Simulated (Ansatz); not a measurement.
**TiH+ (quintet): from Hartree-Fock to the top rungs, def2-TZVPP**

The task here is to estimate one member of a computed series from the others.

The runs use Ansatz 0.2.0, Gaussian basis; def2-TZVPP, core rule «outside noble gas», up to 9 orbitals frozen.

The runs, in order: UHF; ROHF; CCSD(T) on UHF.

2 further runs of the same task are left out: 2 set aside as unsound or not needed.

## What is computed

The geometry is a PBE0/def2-TZVP stationary point (not a proven minimum) of the parent state, kept for this charge and spin.

2 atoms, charge 1, spin multiplicity 5.

Atoms are counted from 1 here; the program's logs count them from 0.

Bond lengths: Ti1–H2 1.694 Å.

The first run:

The input, in.yaml:

```yaml
crystal:
  periodic: [false, false, false]
  atoms:
    - {symbol: Ti, position_ang: [0.000000, 0.000000, 0.000000]}
    - {symbol: H, position_ang: [0.000000, 0.000000, 1.694400]}
basis:
  gaussian: {orbitals: def2-TZVPP}
total_charge: 1
magnetization: {spin_polarized: true, initial_magnetization: 4}
hamiltonian: {xc: hf}
output: {orbitals: {seedname: orbitals}}
```

On the command line:

```console
> ansatz run in.yaml --threads 1 --pin off --events-out ev --progress --plain --max-ram 4096MiB --backend cpu
```

Steps of the session up to this table: UHF; ROHF; CCSD(T) on UHF.

One of the session's tables, all rows but one given; the rest of the session is left out.

```
  method  from UCCSD(T) (kJ/mol)
    ROHF                       ?
     UHF                   +88.5
    UMP2                   +20.2
   UCCSD                    +1.3
UCCSD(T)                       0
```

**Question.** Estimate the row for ROHF.

**Answer.** from UCCSD(T) (kJ/mol): +98.3. In the column «from UCCSD(T) (kJ/mol)» it is the highest.
